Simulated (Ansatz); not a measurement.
**Molecular dynamics of GdCu2**

input.yaml

```yaml
crystal:
  lattice:
    - [8.884731, 0.0, 0.0]
    - [0.0, 7.104476, 0.0]
    - [0.0, 0.0, 7.508108]
  atoms:
    - { symbol: Gd, position: [0.25945853, 0.23401268, 0.43478687] }
    - { symbol: Gd, position: [0.04366311, 0.26684796, -0.03309432] }
    - { symbol: Cu, position: [0.02171725, 0.53693241, 0.28748584] }
    - { symbol: Cu, position: [0.28663792, 0.86942833, 0.11297535] }
    - { symbol: Cu, position: [0.00316268, 0.10535773, 0.58970267] }
    - { symbol: Cu, position: [0.30572789, 0.53586274, 0.79464116] }
    - { symbol: Gd, position: [0.76667531, 0.2527315, 0.41082736] }
    - { symbol: Gd, position: [0.51395679, 0.239991, 0.06080603] }
    - { symbol: Cu, position: [0.56445443, 0.53773791, 0.35036876] }
    - { symbol: Cu, position: [0.72711128, 0.95075716, 0.19570092] }
    - { symbol: Cu, position: [0.55863944, 0.05347126, 0.64516639] }
    - { symbol: Cu, position: [0.67896602, 0.38571345, 0.79156014] }
    - { symbol: Gd, position: [0.51166478, 0.71534288, 0.9752164] }
    - { symbol: Gd, position: [0.23613332, 0.81617488, 0.51714552] }
    - { symbol: Cu, position: [0.29046221, 0.00447699, 0.82710128] }
    - { symbol: Cu, position: [0.48506801, 0.42018088, 0.60306887] }
    - { symbol: Cu, position: [0.24253542, 0.57761995, 0.19347014] }
    - { symbol: Cu, position: [0.50659513, 0.92715356, 0.34991245] }
    - { symbol: Gd, position: [-0.01322683, 0.73077592, 0.97194932] }
    - { symbol: Gd, position: [0.79157942, 0.71626904, 0.51203776] }
    - { symbol: Cu, position: [0.78145407, 0.03908, 0.82731007] }
    - { symbol: Cu, position: [0.0953852, 0.51791425, 0.61134328] }
    - { symbol: Cu, position: [0.75517856, 0.56150903, 0.12393148] }
    - { symbol: Cu, position: [0.00383917, 1.01723536, 0.27535746] }
basis:
  ecutwfc: 420.0
kpoints:
  mp_grid: { grid: [1, 2, 2] }
hamiltonian:
  xc: pbesol
scf:
  occupations: { method: fermi_dirac, width: 0.17 }
  lower_state_search: "off"
md:
  timestep: 3
  n_steps: 170
  ensemble: npt_langevin
  temperature: 1400.0
  initial_velocities: maxwell_boltzmann
  seed: 58090
  friction: 0.005
  pressure: 0.0
  fix_cell: []
```

Launched with:

```bash
$ ansatz run input.yaml --threads 4 --pin off --max-ram 10240MiB --backend cpu --events-out ev --progress --plain --runs-dir out
```

It goes on from the last frame of an earlier run, with new velocities.

Output, in part (step lines):

```
md step     0: t =     0.00 fs  T =  1341.7 K  F+E_penalty+E_count = -179191.87335538 eV  E_kin = 4.162172 eV  conserved = -179188.45446803 eV  P_inst = -1.1758 GPa  V = 473.9220 Å³  selection 1  (28 SCF iters)
md step     1: t =     3.00 fs  T =  1371.5 K  F+E_penalty+E_count = -179191.91654025 eV  E_kin = 4.254685 eV  conserved = -179188.45551132 eV  P_inst = -1.2106 GPa  V = 474.0036 Å³  selection 1  (21 SCF iters)
md step     2: t =     6.00 fs  T =  1366.8 K  F+E_penalty+E_count = -179191.96504208 eV  E_kin = 4.240229 eV  conserved = -179188.45510099 eV  P_inst = -1.2869 GPa  V = 474.1758 Å³  selection 1  (20 SCF iters)
md step     3: t =     9.00 fs  T =  1401.5 K  F+E_penalty+E_count = -179192.02236214 eV  E_kin = 4.347676 eV  conserved = -179188.45468946 eV  P_inst = -1.3435 GPa  V = 474.3244 Å³  selection 1  (21 SCF iters)
md step     4: t =    12.00 fs  T =  1435.3 K  F+E_penalty+E_count = -179192.07837235 eV  E_kin = 4.452589 eV  conserved = -179188.45487919 eV  P_inst = -1.3905 GPa  V = 474.4050 Å³  selection 1  (21 SCF iters)
md step     5: t =    15.00 fs  T =  1450.1 K  F+E_penalty+E_count = -179192.13747838 eV  E_kin = 4.498616 eV  conserved = -179188.45485573 eV  P_inst = -1.4395 GPa  V = 474.4429 Å³  selection 1  (16 SCF iters)
md step     6: t =    18.00 fs  T =  1462.2 K  F+E_penalty+E_count = -179192.20034267 eV  E_kin = 4.536092 eV  conserved = -179188.45465530 eV  P_inst = -1.4867 GPa  V = 474.4643 Å³  selection 1  (16 SCF iters)
md step     7: t =    21.00 fs  T =  1515.0 K  F+E_penalty+E_count = -179192.26692861 eV  E_kin = 4.700011 eV  conserved = -179188.45478626 eV  P_inst = -1.5025 GPa  V = 474.4434 Å³  selection 1  (15 SCF iters)
[... lines left out ...]
```

The steps, from the saved trajectory:

| time (fs) | T (K) | potential energy less start (eV) | conserved less start (meV/atom) | P (GPa) | volume (Å³) |
| --- | --- | --- | --- | --- | --- |
| 0 | 1342 | 0.000 | 0.00 | -1.2 | 473.9 |
| 15 | 1450 | -0.264 | -0.02 | -1.4 | 474.4 |
| 30 | 1781 | -0.687 | -0.06 | -1.5 | 474.2 |
| 45 | 1776 | -1.109 | -0.06 | -1.7 | 472.9 |
| 60 | 1775 | -1.448 | 0.04 | -1.6 | 470.4 |
| 75 | 2041 | -2.004 | -0.01 | -1.7 | 468.6 |
| 90 | 2270 | -2.204 | -0.08 | -1.6 | 467.6 |
| 105 | 2051 | -1.732 | -0.05 | -1.0 | 465.5 |
| 120 | 1567 | -0.952 | 0.01 | -0.2 | 462.9 |
| 135 | 1446 | -0.343 | 0.03 | 0.6 | 460.5 |
| 150 | 1395 | -0.121 | -0.02 | 0.7 | 459.3 |
| 165 | 1147 | -0.051 | 0.04 | 0.5 | 457.9 |
| 180 | 1181 | -0.402 | 0.02 | 0.2 | 456.7 |
| 195 | 1286 | -0.888 | 0.00 | -0.2 | 456.4 |
| 210 | 1408 | -1.130 | -0.04 | -0.1 | 456.0 |
| 225 | 1436 | -1.177 | -0.05 | 0.4 | 455.3 |
| 240 | 1568 | -1.260 | 0.03 | 0.9 | 455.1 |
| 255 | 1831 | -1.828 | -0.10 | 0.8 | 454.8 |
| 270 | 1701 | -2.215 | 0.03 | 0.7 | 453.6 |
| 285 | 1824 | -2.576 | 0.05 | 0.9 | 451.9 |
| 300 | 2021 | -3.196 | 0.02 | 0.5 | 450.5 |
| 315 | 2034 | -3.901 | -0.12 | -0.3 | 449.7 |
| 330 | 1985 | -3.807 | -0.10 | -0.4 | 450.0 |
| 345 | 1534 | -3.071 | 0.08 | -0.3 | 451.0 |
| 360 | 1328 | -2.781 | 0.05 | -0.3 | 451.0 |
| 375 | 1375 | -2.235 | 0.03 | 0.3 | 450.4 |
| 390 | 1461 | -1.648 | 0.04 | 1.1 | 449.4 |
| 405 | 1451 | -1.645 | 0.07 | 1.2 | 448.9 |
| 420 | 1582 | -2.110 | -0.04 | 0.8 | 449.5 |
| 435 | 1717 | -2.516 | -0.07 | 0.3 | 450.7 |
| 450 | 1515 | -2.206 | 0.02 | 0.5 | 450.6 |
| 465 | 1327 | -2.020 | 0.14 | 0.5 | 450.6 |
| 480 | 1752 | -2.835 | 0.00 | 0.1 | 450.3 |
| 495 | 1883 | -3.468 | -0.11 | -0.3 | 449.7 |
| 510 | 1588 | -3.067 | 0.03 | -0.4 | 451.5 |

All steps were run. The conserved energy stayed within 0.17 meV per atom of its start (net change 0.028 meV per atom), so the integration is sound. The mean temperature of the second half is 18 % above the set value. A run of 0.51 ps of so small a system gives no equilibrium averages. Spin polarisation was left off. Limits of this set-up: coarse k mesh, magnetic elements without spin. The cell's volume went from 474 to 452 Å³.

Mean squared displacements from the first frame to the last, about the centre of mass, the cell's change included: Gd 0.28 Å², Cu 0.59 Å².

Last frame:

```xyz
24
Lattice="8.3911 0.0082 0.1484 0.0065 6.9013 -0.0022 0.1254 -0.0023 7.7990" Properties=species:S:1:pos:R:3
Gd 2.480 1.869 3.954
Gd 0.229 2.003 0.449
Cu 0.536 3.965 2.415
Cu 2.656 7.325 1.375
Cu 0.685 0.392 5.553
Cu 2.455 2.730 6.971
Gd 6.674 2.038 3.665
Gd 4.755 1.933 -0.029
Cu 4.449 4.043 2.998
Cu 6.768 6.787 1.181
Cu 4.483 0.242 5.032
Cu 6.973 3.137 6.581
Gd 4.710 5.108 7.248
Gd 2.402 5.245 4.154
Cu 2.727 0.690 6.801
Cu 4.499 3.050 5.332
Cu 2.820 3.921 1.407
Cu 4.777 7.178 2.551
Gd 0.433 5.291 7.512
Gd 6.871 5.434 4.016
Cu 6.752 0.509 6.574
Cu 0.488 3.055 5.194
Cu 6.560 4.155 1.406
Cu 0.372 6.809 2.637
```

Time of the run: 32 min on 4 threads of Intel(R) Xeon(R) Platinum 8488C (Sapphire Rapids), on a shared host, peak memory 2.8 GiB.
